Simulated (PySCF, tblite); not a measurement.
# C₃H₉BrO₂Si₂: geometry, infrared bands and NMR shifts

Aim: predict the infrared bands and NMR shifts of C₃H₉BrO₂Si₂ (`C[C@@H]1C[Si@H](O[SiH2]Br)O1`).

Computed with tblite 0.8.0 and PySCF 2.14.0, with density-fitted response routines of our own, on a single molecule in the gas phase. Atoms count from 0, in the outputs and in this text.

### 1 The molecule as given

17 atoms, charge 0, multiplicity 1; geometry from: force field or distance geometry start.

Bonds of the start (Å): C0–C1 1.51, C1–C2 1.53, C2–Si3 1.85, Si3–O4 1.71, O4–Si5 1.72, Si5–Br6 2.25, Si3–O7 1.70, O7–C1 1.40, C0–H8 1.10, C0–H9 1.10, C0–H10 1.11, C1–H11 1.09, C2–H12 1.09, C2–H13 1.09, Si3–H14 1.44, Si5–H15 1.46, Si5–H16 1.46.

### 2 Geometry optimisation with GFN2-xTB

Job settings and geometry (Å):

```
{"job": {"kind": "relax", "xc": "GFN2-xTB", "basis": "xTB"}, "charge": 0, "multiplicity": 1}
C     -2.889100     0.449800     0.507200
C     -1.519400     0.645700    -0.097100
C     -0.826100    -0.669800    -0.438900
Si     0.735300     0.234800    -0.049100
O      1.843000    -0.645800     0.908100
Si     3.379500    -0.639100     0.134700
Br     4.362400     1.372600     0.343900
O     -0.539100     0.871200     0.877700
H     -2.838600    -0.453800     1.140500
H     -3.615600     0.307800    -0.311800
H     -3.131100     1.334700     1.134800
H     -1.504500     1.299700    -0.963600
H     -0.895100    -0.962400    -1.489700
H     -1.108100    -1.488700     0.231000
H      1.255700     1.049800    -1.120100
H      3.133200    -0.974000    -1.268500
H      4.150800    -1.720300     0.749900
```

Run with:

```bash
$ OMP_NUM_THREADS=1 python probes_run.py task.json out
```

The driver reads the jobs from task.json and runs them one after another.

Standard output:

```text
step      E/eV     max force
  0    -729.88961    3.967
  1    -730.52970    1.936
  2    -730.85822    0.963
  3    -730.97304    0.839
  4    -731.05753    0.526
  5    -731.08267    0.394
  6    -731.10613    0.435
  7    -731.12401    0.479
  8    -731.13994    0.298
  9    -731.14835    0.238
 10    -731.15898    0.291
 11    -731.17137    0.385
 12    -731.18601    0.359
 13    -731.20206    0.302
 14    -731.21885    0.280
 15    -731.23443    0.301
 16    -731.24960    0.322
 17    -731.26345    0.298
 18    -731.27501    0.231
 19    -731.28566    0.236
 20    -731.29423    0.215
 21    -731.30192    0.215
 22    -731.31092    0.243
 23    -731.32123    0.291
 24    -731.33152    0.252
 25    -731.34061    0.252
 26    -731.34926    0.254
 27    -731.36027    0.295
 28    -731.37388    0.354
 29    -731.38543    0.307
 30    -731.39309    0.164
 31    -731.39932    0.222
 32    -731.40689    0.309
 33    -731.41676    0.398
 34    -731.42874    0.358
 35    -731.44067    0.200
 36    -731.44651    0.213
 37    -731.45278    0.192
 38    -731.45954    0.180
 39    -731.46484    0.163
 40    -731.46996    0.247
 41    -731.47507    0.296
 42    -731.48219    0.244
 43    -731.48911    0.171
 44    -731.49200    0.199
 45    -731.49478    0.199
 46    -731.49895    0.200
 47    -731.50350    0.164
 48    -731.50646    0.160
 49    -731.50802    0.118
 50    -731.50950    0.095
 51    -731.51112    0.107
 52    -731.51344    0.096
 53    -731.51478    0.112
 54    -731.51681    0.120
 55    -731.51863    0.114
 56    -731.52071    0.123
 57    -731.52242    0.092
 58    -731.52374    0.092
 59    -731.52477    0.110
 60    -731.52569    0.104
 61    -731.52641    0.061
 62    -731.52689    0.047
 63    -731.52724    0.050
 64    -731.52764    0.058
 65    -731.52809    0.055
 66    -731.52848    0.039
 67    -731.52871    0.045
 68    -731.52889    0.039
 69    -731.52907    0.038
 70    -731.52933    0.037
 71    -731.52949    0.038
 72    -731.52965    0.029
 73    -731.52976    0.029
 74    -731.52989    0.030
 75    -731.53005    0.038
 76    -731.53028    0.061
 77    -731.53060    0.069
 78    -731.53101    0.058
 79    -731.53145    0.051
 80    -731.53187    0.049
 81    -731.53222    0.054
 82    -731.53253    0.056
 83    -731.53287    0.048
 84    -731.53323    0.043
 85    -731.53362    0.048
 86    -731.53402    0.048
 87    -731.53445    0.041
 88    -731.53487    0.045
 89    -731.53524    0.041
 90    -731.53554    0.043
 91    -731.53579    0.034
 92    -731.53600    0.045
 93    -731.53622    0.038
 94    -731.53644    0.033
 95    -731.53662    0.027
 96    -731.53676    0.029
 97    -731.53697    0.031
 98    -731.53721    0.036
 99    -731.53750    0.038
100    -731.53786    0.034
101    -731.53827    0.036
102    -731.53866    0.047
103    -731.53904    0.051
104    -731.53947    0.065
105    -731.54021    0.071
106    -731.54165    0.080
107    -731.54423    0.140
108    -731.54626    0.093
109    -731.54843    0.160
110    -731.55069    0.098
111    -731.55182    0.080
112    -731.55338    0.103
113    -731.55446    0.108
114    -731.55452    0.145
115    -731.55606    0.081
116    -731.55668    0.060
117    -731.55737    0.057
118    -731.55805    0.078
119    -731.55858    0.079
120    -731.55948    0.087
121    -731.56001    0.057
122    -731.56038    0.044
123    -731.56062    0.049
124    -731.56083    0.048
125    -731.56104    0.033
126    -731.56127    0.026
127    -731.56146    0.039
128    -731.56165    0.046
129    -731.56184    0.040
130    -731.56214    0.031
131    -731.56233    0.030
132    -731.56261    0.039
133    -731.56286    0.040
134    -731.56314    0.030
135    -731.56342    0.030
136    -731.56374    0.038
137    -731.56415    0.044
138    -731.56456    0.051
139    -731.56488    0.041
140    -731.56510    0.038
141    -731.56526    0.023
142    -731.56534    0.019
143    -731.56543    0.017
144    -731.56549    0.021
145    -731.56556    0.027
146    -731.56565    0.024
147    -731.56576    0.022
148    -731.56590    0.027
149    -731.56607    0.033
150    -731.56626    0.044
151    -731.56647    0.039
152    -731.56667    0.035
153    -731.56687    0.033
154    -731.56709    0.033
155    -731.56730    0.034
156    -731.56753    0.037
157    -731.56779    0.041
158    -731.56810    0.040
159    -731.56838    0.030
160    -731.56855    0.020
161    -731.56863    0.015
162    -731.56867    0.015
163    -731.56871    0.019
164    -731.56872    0.023
165    -731.56877    0.015
166    -731.56880    0.012
167    -731.56884    0.011
168    -731.56886    0.011
169    -731.56888    0.010
```

It took 1.7 s on 1 thread of Arm Neoverse V1, shared host; peak memory 0.18 GiB.

Relaxation path: (not every step is listed)

```csv
step,energy from step 0 (eV),largest force (eV/Å)
0,0.0000,3.9673
1,-0.6401,1.9361
2,-0.9686,0.9633
3,-1.0834,0.8391
4,-1.1679,0.5262
5,-1.1931,0.3945
6,-1.2165,0.4347
7,-1.2344,0.4794
8,-1.2503,0.2983
23,-1.4316,0.2905
38,-1.5699,0.1804
53,-1.6252,0.1120
68,-1.6393,0.0389
83,-1.6433,0.0485
98,-1.6476,0.0364
113,-1.6649,0.1081
128,-1.6720,0.0464
143,-1.6758,0.0174
158,-1.6785,0.0399
164,-1.6791,0.0234
165,-1.6792,0.0146
166,-1.6792,0.0124
167,-1.6792,0.0114
168,-1.6793,0.0108
169,-1.6793,0.0095
```

Distances of close pairs at the start and the end, largest changes first:

```csv
bond,before (Å),after (Å),change (Å)
O4–Si5,1.720,1.610,-0.110
Si3–O4,1.708,1.618,-0.090
Si3–O7,1.699,1.641,-0.058
Si5–Br6,2.249,2.192,-0.057
C1–O7,1.401,1.446,+0.045
C2–Si3,1.846,1.890,+0.044
C0–H10,1.112,1.087,-0.024
C0–H8,1.105,1.088,-0.017
```

The end geometry stands in the next job.

### 3 Harmonic vibrations with GFN2-xTB

Job settings and geometry (Å):

```
{"job": {"kind": "ir", "xc": "GFN2-xTB", "basis": "xTB"}, "charge": 0, "multiplicity": 1}
C     -2.367814    -0.066325     0.961300
C     -1.569184     0.648491    -0.105745
C     -1.048555    -0.235240    -1.244032
Si     0.628680     0.474667    -0.737253
O      1.732154    -0.572915    -0.186678
Si     3.093282    -0.692849     0.665414
Br     4.573019     0.576768    -0.335773
O     -0.316642     1.125127     0.436324
H     -1.805229    -0.920957     1.330382
H     -3.311957    -0.409042     0.544989
H     -2.566082     0.606324     1.791953
H     -2.112724     1.521388    -0.476600
H     -1.428588     0.031612    -2.222316
H     -1.227619    -1.291262    -1.067655
H      1.286208     1.461590    -1.576101
H      3.494476    -2.075684     0.502955
H      2.939574    -0.169665     2.007850
```

Standard output:

```text
mode    cm-1     km/mol
  1      15.1      2.11
  2      29.7      5.55
  3      59.9      3.89
  4      67.0      7.39
  5     148.3      1.17
  6     199.8      1.07
  7     220.2      4.73
  8     276.1     43.41
  9     333.0      1.78
 10     404.0      4.17
 11     447.9      9.67
 12     510.8     59.06
 13     521.3     56.34
 14     596.7     60.56
 15     609.9     55.71
 16     648.7     25.26
 17     715.8    260.87
 18     743.3    288.08
 19     756.2    275.60
 20     768.6    280.17
 21     783.9     77.91
 22     872.7     51.78
 23     911.9     71.91
 24     949.4     71.44
 25     979.4     15.13
 26    1065.0    292.61
 27    1095.3    455.59
 28    1136.1     61.46
 29    1165.5     26.30
 30    1178.7     17.51
 31    1261.2     21.35
 32    1322.2     16.74
 33    1395.8     13.53
 34    1460.9      6.82
 35    1474.3      1.92
 36    1491.5      2.17
 37    2363.8    232.14
 38    2370.8    275.41
 39    2383.1    143.51
 40    2937.8     61.20
 41    3024.8      9.16
 42    3033.9     34.38
 43    3036.3     30.89
 44    3041.9     16.65
 45    3054.3     38.22
```

It took 0.83 s on 1 thread of Arm Neoverse V1, shared host; peak memory 0.18 GiB.

The strongest bands and the atoms that carry them (share of the mass-weighted mode):

```csv
cm⁻¹,km/mol,atoms
716,260.9,"H14 52 %, H12 11 %"
743,288.1,"H16 24 %, H15 21 %, H13 16 %, C2 14 %"
756,275.6,"H16 25 %, H15 20 %, C2 20 %, Si3 12 %"
769,280.2,"H15 34 %, H16 25 %, C2 12 %"
1065,292.6,"C1 23 %, H9 18 %, O4 16 %, C0 10 %"
1095,455.6,"O4 56 %, Si3 11 %"
2364,232.1,H14 97 %
2371,275.4,"H16 61 %, H15 34 %"
```

### 4 NMR shieldings: PBE0/pcSseg-1

Settings changed since step 3:

```diff
@@ -1,2 +1,2 @@
-{"job": {"kind": "ir", "xc": "GFN2-xTB", "basis": "xTB"}, "charge": 0, "multiplicity": 1}
+{"job": {"kind": "nmr", "xc": "PBE0", "basis": "pcSseg-1"}, "charge": 0, "multiplicity": 1}
 C     -2.367814    -0.066325     0.961300
```

Level: GIAO PBE0/pcSseg-1 NMR shielding, non-relativistic, gas phase.

Standard output:

```text
coarse grid: 68304 points
cycle   1  E = -3422.1116132281  dE = -2.410e-02  |g| = 1.214e+00  |ddm| = 3.866e+00
cycle   2  E = -3421.8375085953  dE =  2.741e-01  |g| = 1.614e+00  |ddm| = 2.122e+00
cycle   3  E = -3422.2965757392  dE = -4.591e-01  |g| = 2.615e-01  |ddm| = 1.600e+00
cycle   4  E = -3422.3075961920  dE = -1.102e-02  |g| = 6.819e-02  |ddm| = 2.328e-01
cycle   5  E = -3422.3086531881  dE = -1.057e-03  |g| = 1.866e-02  |ddm| = 7.327e-02
cycle   6  E = -3422.3087267062  dE = -7.352e-05  |g| = 3.066e-03  |ddm| = 1.702e-02
cycle   7  E = -3422.3087282066  dE = -1.500e-06  |g| = 1.111e-03  |ddm| = 3.389e-03
final grid: 141320 points
cycle   8  E = -3422.3087594075  dE =  6.525e-08  |g| = 1.336e-03  |ddm| = 2.186e-03
cycle   9  E = -3422.3087591605  dE =  2.471e-07  |g| = 1.739e-03  |ddm| = 2.213e-03
cycle  10  E = -3422.3087597998  dE = -6.394e-07  |g| = 2.003e-04  |ddm| = 1.262e-03
cycle  11  E = -3422.3087598073  dE = -7.436e-09  |g| = 1.604e-05  |ddm| = 1.547e-04
cycle  12  E = -3422.3087598073  dE = -6.094e-11  |g| = 5.097e-06  |ddm| = 2.181e-05
converged SCF energy = -3422.3087598073

GIAO shielding tensors (ppm)
atom      isotropic    diamagn.    paramagn.     s11        s22        s33       span
  0 C      157.513     247.322     -89.809    141.949    146.953    183.637     41.688
  1 C      114.735     248.983    -134.248     82.735    105.293    156.177     73.443
  2 C      155.774     257.256    -101.482    123.186    155.352    188.785     65.599
  3 Si     370.582     881.536    -510.954    354.501    372.014    385.230     30.730
  4 O      224.414     400.326    -175.912    194.846    219.133    259.264     64.418
  5 Si     368.377     877.664    -509.287    339.622    367.979    397.531     57.909
  6 Br    2590.000    3124.848    -534.848   2215.830   2723.028   2831.142    615.312
  7 O      195.475     400.861    -205.385    131.924    206.969    247.532    115.608
  8 H       30.370      31.224      -0.854     27.068     30.269     33.773      6.705
  9 H       30.583      28.720       1.863     26.790     27.759     37.200     10.411
 10 H       29.878      29.041       0.837     26.074     27.233     36.326     10.252
 11 H       26.959      31.055      -4.096     23.880     26.102     30.896      7.016
 12 H       29.740      31.826      -2.086     26.468     27.345     35.407      8.939
 13 H       30.095      33.355      -3.260     27.206     28.640     34.439      7.233
 14 H       26.244      30.285      -4.041     21.085     26.723     30.925      9.841
 15 H       26.004      27.234      -1.230     21.047     24.728     32.235     11.188
 16 H       25.771      28.499      -2.728     20.997     24.844     31.471     10.474
```

Wall time 51 s (1 thread of Arm Neoverse V1, shared host); peak memory 0.93 GiB.

Shifts follow as δ = σ(reference) − σ, with reference shieldings (ppm) from runs at the same level and on the same kind of geometry: ¹H TMS 31.72, ¹³C TMS 186.9, ²⁹Si TMS 349.2, ¹⁷O H2O 336.1, ⁷⁹Br HBr 2622. The references are single molecules in the gas phase, so shifts against H2O, NH3, PH3, H3PO4 or CFCl3 are not on the usual liquid scales and can be off by tens of ppm. Atoms listed in one row are averaged.

```csv
atoms,environment,σ (ppm),δ (ppm),δ scaled to CDCl3
C1,sp3 CH bonded to O,114.7,72.2,68.5
C2,sp3 CH2 bonded to Si,155.8,31.2,28.5
C0,methyl carbon,157.5,29.4,26.8
H16,"hydrogen on a silicon bonded to Br, O",25.77,5.95,–
H15,"hydrogen on a silicon bonded to Br, O",26.00,5.71,–
H14,"hydrogen on a silicon bonded to C, 2 O, in a 4-membered ring",26.24,5.47,–
H11,hydrogen on an sp3 CH bonded to O,26.96,4.76,4.59
H12,hydrogen on an sp3 CH2 bonded to Si,29.74,1.98,1.97
H13,hydrogen on an sp3 CH2 bonded to Si,30.09,1.62,1.63
"H8, H9, H10",hydrogen on a methyl carbon,30.28,1.44,1.46
Si5,"silicon bonded to Br, O, 2 H",368.4,-19.2,–
Si3,"silicon bonded to C, 2 O, H, in a 4-membered ring",370.6,-21.4,–
O7,"oxygen bonded to C, Si, in a 4-membered ring",195.5,140.6,–
O4,oxygen bonded to 2 Si,224.4,111.7,–
Br6,bromine bonded to Si,2590,32,–
```

The scaled column applies a straight-line fit of computed shieldings to shifts measured in CDCl3, with any fitted terms for Cl, Br or S neighbours (root-mean-square error 0.16 ppm for H, 1.9 ppm for C).

Charges from the same density, by scheme (e):

```csv
atoms,Mulliken,IAO,Hirshfeld,ESP fit
C0,-0.20,-0.43,-0.12,-0.64
C1,-0.03,0.11,0.05,0.67
C2,-0.51,-0.60,-0.18,-0.76
Si3,1.06,1.33,0.47,0.82
O4,-0.71,-0.87,-0.30,-0.34
Si5,0.91,0.97,0.40,0.30
Br6,-0.37,-0.27,-0.11,-0.16
O7,-0.59,-0.69,-0.26,-0.58
```

Mayer bond orders: C0–C1 1.04, C1–C2 0.97, C2–Si3 0.91, Si3–O4 0.95, O4–Si5 0.96, Si5–Br6 0.94, Si3–O7 1.04, O7–C1 0.86.

Ring of atoms C1, C2, Si3, O7: NICS(0) -4.2, NICS(1) -1.3, NICS(1)zz 1.5 ppm (means of both faces).

### 5 Outcome

| quantity | value |
| --- | --- |
| strongest single infrared mode (GFN2-xTB) | 1095 cm⁻¹, 456 km/mol |
| zero-point energy (GFN2-xTB) | 74.1 kcal/mol |
| ¹³C shifts against TMS (PBE0/pcSseg-1) | 72.2, 31.2, 29.4 ppm |
| ¹H shifts against TMS (PBE0/pcSseg-1, means over atoms taken as alike) | 5.95, 5.71, 5.47, 4.76, 1.98, 1.62, 1.44 ppm |
| ²⁹Si shifts against TMS (PBE0/pcSseg-1) | -19.2, -21.4 ppm |
| ¹⁷O shifts against H2O (PBE0/pcSseg-1) | 140.6, 111.7 ppm |
| ⁷⁹Br shifts against HBr (PBE0/pcSseg-1) | 32 ppm |

Relaxing lowered the energy by 1.679 eV in 169 steps; the close pair that moved most is O4–Si5, from 1.720 to 1.610 Å. All 45 modes are real, so the xTB geometry is a minimum. The strongest single mode, at 1095 cm⁻¹, moves mainly O4. GFN2-xTB is a fitted tight-binding method: band positions and strengths are rough. Its intensities can rank the bands wrongly. At PBE0/pcSseg-1: The largest span, 615 ppm, is at Br6, where the paramagnetic term is -535 ppm. Spin-orbit coupling is left out, which matters for shieldings and couplings at and beside the heavy atoms.
